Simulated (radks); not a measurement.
# The Coulomb parameter U of the 4d shell of Mo³⁺

One table from this session's results is given with a row withheld; the runs are named, their logs left out.

Program: radks (a radial shooting solver on a logarithmic mesh, Libxc functionals) version 1. Level of theory: scalar-relativistic Kohn-Sham, r2SCAN, spin-unpolarised, spherical densities, finite nucleus. These are calculated values, not measurements, unless marked.

## The system

- element: molybdenum (Z = 42)
- charge: +3
- electrons: 39
- configuration: [Kr] 4d1.5 5s1.5
- nuclear rms radius: 4.4091 fm

The first run:

Settings of this run:

```text
Z 42
configuration [Kr] 4d1.5 5s1.5
relativity scalar-relativistic
functional r2scan,r2scan
spin unpolarised
nucleus finite rms 4.4091 fm
c 137.035999084
```

Among the steps run: Start: [Kr] 4d1.5 5s1.5.

One table of the session follows, with a row left open; its other results are not shown here.

It belongs to the step «Start: [Kr] 4d1.5 5s1.5». Radial moments (bohr):

```
level     <r>  outermost maximum (interpolated)  90 % within  nodes
   2p  0.1340                             0.104        0.218      0
   3s       ?                                 ?            ?      ?
   3p  0.4298                             0.377        0.649      1
   3d  0.4149                             0.323        0.663      0
   4s   1.088                             0.983         1.58      3
   4p   1.194                              1.06         1.75      2
   4d   1.535                              1.27         2.36      1
   5s   2.629                              2.43         3.73      4
```

Q: Estimate the row for 3s from the others.

As computed: <r>: 0.4277; outermost maximum (interpolated): 0.383; 90 % within: 0.632; nodes: 2. In the column «<r>» it lies between 3d (0.4149) and 3p (0.4298).
